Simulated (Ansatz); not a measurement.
# C2H4BrSi radical: one species, many methods

One table from this session's results is given with a row withheld; the runs are named, their logs left out.

Program: Ansatz 0.2.0, Gaussian basis. Level of theory: functionals in def2-TZVPP, the program's frozen cores in correlated methods. These are calculated values, not measurements.

Plan: LDA (SPW92), PBE-D4, revPBE-D4, BLYP-D4, r2SCAN-D4, B97M-V, PBE0-D4, B3LYP-D4, r2SCANh-D4, r2SCAN0-D4, HSE06-D4, BHLYP-D4, CAM-B3LYP-D4, LC-ωPBE, ωB97X-V, ωB97M-V, B2PLYP, PBE-QIDH; CCSD(T)/def2-SVP; CCSD(T)/def2-TZVPP; MP2/def2-QZVPP; extrapolation to the limit; RPA on PBE.

**Structure used throughout**

The geometry comes from an earlier relaxation with PBE0-D4 in a triple-zeta def2 set; it is a stationary point, not always the lowest conformer.

SMILES `C=C[SiH]Br`, 8 atoms, charge 0, spin multiplicity 2.

Atoms are counted from 1 here; the program's logs count them from 0.

Bond lengths: C1–C2 1.335 Å, C1–H5 1.086 Å, C1–H6 1.086 Å, C2–Si3 1.839 Å, C2–H7 1.090 Å, Si3–Br4 2.222 Å, Si3–H8 1.488 Å. Angles: C2–C1–H5 121.6°, C2–C1–H6 121.8°, H5–C1–H6 116.6°, C1–C2–Si3 125.5°, C1–C2–H7 118.7°, Si3–C2–H7 115.7°, C2–Si3–Br4 111.5°, C2–Si3–H8 112.3°, Br4–Si3–H8 108.9°.

Set-up of the first run:

in.yaml reads:

```yaml
crystal:
  periodic: [false, false, false]
  atoms:
    - {symbol: C, position_ang: [-0.125228, 1.320659, -0.144053]}
    - {symbol: C, position_ang: [0.423065, 0.276767, 0.481360]}
    - {symbol: Si, position_ang: [0.434815, -1.453723, -0.140569]}
    - {symbol: Br, position_ang: [-1.039307, -1.740299, -1.778355]}
    - {symbol: H, position_ang: [-0.673674, 1.203902, -1.073652]}
    - {symbol: H, position_ang: [-0.055482, 2.327600, 0.255854]}
    - {symbol: H, position_ang: [0.970867, 0.450385, 1.407595]}
    - {symbol: H, position_ang: [0.157243, -2.442492, 0.936020]}
basis:
  gaussian: {orbitals: def2-TZVPP}
magnetization: {spin_polarized: true, initial_magnetization: 1}
hamiltonian: {xc: lda}
output: {orbitals: {seedname: orbitals}}
```

On the command line:

```
ansatz run in.yaml --threads 4 --pin off --events-out ev --progress --plain --max-ram 10444MiB
```

Steps of the session up to this table: LDA; PBE-D4 (GGA); revPBE-D4 (GGA); BLYP-D4 (GGA); r2SCAN-D4 (meta-GGA); B97M-V (meta-GGA); PBE0-D4 (hybrid); B3LYP-D4 (hybrid); r2SCANh-D4 (hybrid); r2SCAN0-D4 (hybrid); HSE06-D4 (hybrid); BHLYP-D4 (hybrid); CAM-B3LYP-D4 (range-separated); LC-ωPBE (range-separated); ωB97X-V (range-separated); ωB97M-V (range-separated); B2PLYP (double hybrid); PBE-QIDH (double hybrid).

One of the session's tables, all rows but one given; the rest of the session is left out.

It belongs to the step «Frontier levels by functional». 

```
  functional  HOMO (eV)  LUMO (eV)  gap (eV)
 LDA (SPW92)      -4.97      -4.00      0.97
      PBE-D4      -4.97      -3.59      1.38
   revPBE-D4      -4.94      -3.45      1.49
     BLYP-D4      -4.75      -3.57      1.18
   r2SCAN-D4      -5.30      -3.16      2.14
      B97M-V      -5.03      -3.60      1.43
     PBE0-D4      -6.02      -2.69      3.33
    B3LYP-D4      -5.75      -3.05      2.70
  r2SCANh-D4      -5.69      -2.86      2.83
  r2SCAN0-D4      -6.28      -2.40      3.88
    HSE06-D4      -5.63      -3.07      2.56
    BHLYP-D4      -6.90      -1.85      5.05
CAM-B3LYP-D4      -7.18      -1.79      5.39
     LC-ωPBE          ?          ?         ?
     ωB97X-V      -8.07      -0.92      7.14
     ωB97M-V      -7.73      -1.06      6.67
```

**Question.** Estimate the row for LC-ωPBE.

As computed: HOMO (eV): -8.58; LUMO (eV): -0.44; gap (eV): 8.14. In the column «HOMO (eV)» it is the lowest.
